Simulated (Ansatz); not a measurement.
What does this script print? It uses the Ansatz DFT code, driven from Python.

`dimer_ch4bbr.py`:
```python
'''Binding of a CH4BBr dimer at a trial geometry.'''

import ansatz as az

FIRST = [
    ('C', (-0.6098, 0.3534, -0.0358)),
    ('B', (0.7318, -0.3562, -0.1359)),
    ('Br', (1.3125, -1.5099, 1.3633)),
    ('H', (-1.3995, -0.3349, 0.0614)),
    ('H', (-0.8211, 0.9806, -0.9907)),
    ('H', (-0.657, 1.096, 0.8262)),
    ('H', (1.4434, -0.2291, -1.0887)),
]
SECOND = [
    ('C', (-1.5044, 3.1556, -0.3265)),
    ('B', (-2.0187, 4.2496, 0.5966)),
    ('Br', (-1.3703, 6.1005, 0.3324)),
    ('H', (-1.7473, 3.3574, -1.3301)),
    ('H', (-1.9805, 2.1295, -0.0613)),
    ('H', (-0.3803, 2.9944, -0.2422)),
    ('H', (-2.7943, 4.0193, 1.4773)),
]

def energy(atoms, ghosts=()):
    molecule = az.Crystal.molecule()
    for symbol, xyz in atoms:
        molecule = molecule.atom(symbol, xyz)
    calc = (
        molecule.calculation()
        .basis(gaussian='def2-SVPD')
        .functional('r2scan')
    )
    deck = calc.input()
    if ghosts:
        deck = deck.set(az.key.basis.gaussian.ghost_atoms, [{'symbol': s, 'position_ang': list(xyz)} for s, xyz in ghosts])
    return az.Session.from_dict(deck).plan().execute().report['free_energy_ev']

# ghost atoms carry the functions of the partner
both = energy(FIRST + SECOND)
alone = energy(FIRST) + energy(SECOND)
ghosted = energy(FIRST, SECOND) + energy(SECOND, FIRST)
print(f'dimer {both:.6f} eV')
print(f'interaction, uncorrected   {(both - alone):8.3f} eV')
print(f'interaction, counterpoise  {(both - ghosted):8.3f} eV')
print(f'basis-set superposition    {(alone - ghosted):8.3f} eV')
```

Output of `python dimer_ch4bbr.py`:
```text
dimer -143628.598575 eV
interaction, uncorrected      0.360 eV
interaction, counterpoise     0.408 eV
basis-set superposition       0.048 eV
```

Uncorrected it is 0.360 eV, with the counterpoise correction 0.408 eV; the difference, 0.05 eV, is the superposition error. In this basis both values are repulsive.

Total energies depend on the basis set; only differences at equal settings carry meaning. The dimer is a generated trial pose of unrelaxed monomers, not a minimum, so the figure is no binding energy, and the basis set is small. This level lacks the dispersion part of the attraction (electrostatics and induction are there), which can decide the sign where the interaction is weak. Timing: 2.5 min on 1 thread of AMD EPYC 7571 (shared host), peak memory 0.46 GiB.
